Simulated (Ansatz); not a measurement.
# FH9N2Si2: the cost of one run

All numbers below are computed with Ansatz 0.2.0 (RKS PBE0-D4/def2-SVP).

### Step 1. The starting structure

Bond lengths: Si1–Si2 2.570 Å, Si2–H3 1.460 Å, Si2–H4 1.460 Å, Si2–H5 1.460 Å, Si1–H6 1.460 Å, Si1–N7 1.819 Å, N7–H8 1.060 Å, N7–H9 1.060 Å, Si1–N10 1.819 Å, N10–H11 1.060 Å, N10–H12 1.060 Å, Si1–F13 1.890 Å, Si2–H14 1.630 Å. Angles (14 of 26 angles, heavy atoms first): Si2–Si1–N7 109.5°, Si2–Si1–N10 109.5°, Si2–Si1–F13 71.6°, N7–Si1–N10 109.5°, N7–Si1–F13 173.4°, N10–Si1–F13 64.4°, Si1–Si2–H3 109.5°, Si1–Si2–H4 109.5°, Si1–Si2–H5 109.5°, Si1–Si2–H14 58.1°, Si2–Si1–H6 109.5°, H6–Si1–N7 109.5°, H6–Si1–N10 109.5°, H6–Si1–F13 75.8°.

Coordinates:

```xyz
14

Si    0.0000    0.0000    0.0000
Si    0.0000    0.0000    2.5700
H    -1.3148   -0.4067    3.0574
H     1.0096   -0.9353    3.0574
H     0.3052    1.3420    3.0574
H     1.3768    0.0000   -0.4862
N    -0.8572    1.4851   -0.6061
H    -1.8773    1.4300   -0.8888
H    -0.3367    2.4058   -0.6766
N    -0.8572   -1.4851   -0.6061
H    -1.3922   -2.1014    0.0704
H    -0.8219   -1.7344   -1.6357
F     0.7033   -1.6500    0.5960
H     0.5424   -1.2726    1.7088
```

### Step 2. A restrained relaxation towards end A

Springs on the bonds that form and break draw the guess towards this end; the thresholds are loose.

The input, input.yaml:

```yaml
crystal:
  periodic: [false, false, false]
  atoms:
    - { symbol: Si, position_ang: [0.0, 0.0, 0.0] }
    - { symbol: Si, position_ang: [0.0, 0.0, 2.57] }
    - { symbol: H, position_ang: [-1.3148, -0.4067, 3.0574] }
    - { symbol: H, position_ang: [1.0096, -0.9353, 3.0574] }
    - { symbol: H, position_ang: [0.3052, 1.342, 3.0574] }
    - { symbol: H, position_ang: [1.3768, 0.0, -0.4862] }
    - { symbol: "N", position_ang: [-0.8572, 1.4851, -0.6061] }
    - { symbol: H, position_ang: [-1.8773, 1.43, -0.8888] }
    - { symbol: H, position_ang: [-0.3367, 2.4058, -0.6766] }
    - { symbol: "N", position_ang: [-0.8572, -1.4851, -0.6061] }
    - { symbol: H, position_ang: [-1.3922, -2.1014, 0.0704] }
    - { symbol: H, position_ang: [-0.8219, -1.7344, -1.6357] }
    - { symbol: F, position_ang: [0.7033, -1.65, 0.596] }
    - { symbol: H, position_ang: [0.5424, -1.2726, 1.7088] }
basis:
  gaussian: { orbitals: def2-SVP }
hamiltonian:
  xc: pbe0
  dispersion: d4
relax:
  f_tol: 0.15
  max_steps: 25
  restrain:
    - { distance: [0, 12], at: 2.79, k: 30.0 }
    - { distance: [13, 1], at: 2.66, k: 30.0 }
    - { distance: [0, 1], at: 2.22, k: 30.0 }
    - { distance: [13, 12], at: 0.92, k: 30.0 }
output:
  orbitals: {}
```

Started as:

```console
> ansatz run input.yaml --threads 4 --pin off --max-ram 5120MiB --backend cpu --events-out ev --progress --plain --runs-dir out
```

Q: Estimate wall time and peak memory on 4 threads of AMD EPYC 9R45 (Zen 5), shared host.

About 11 s, with a peak of 0.32 GiB.
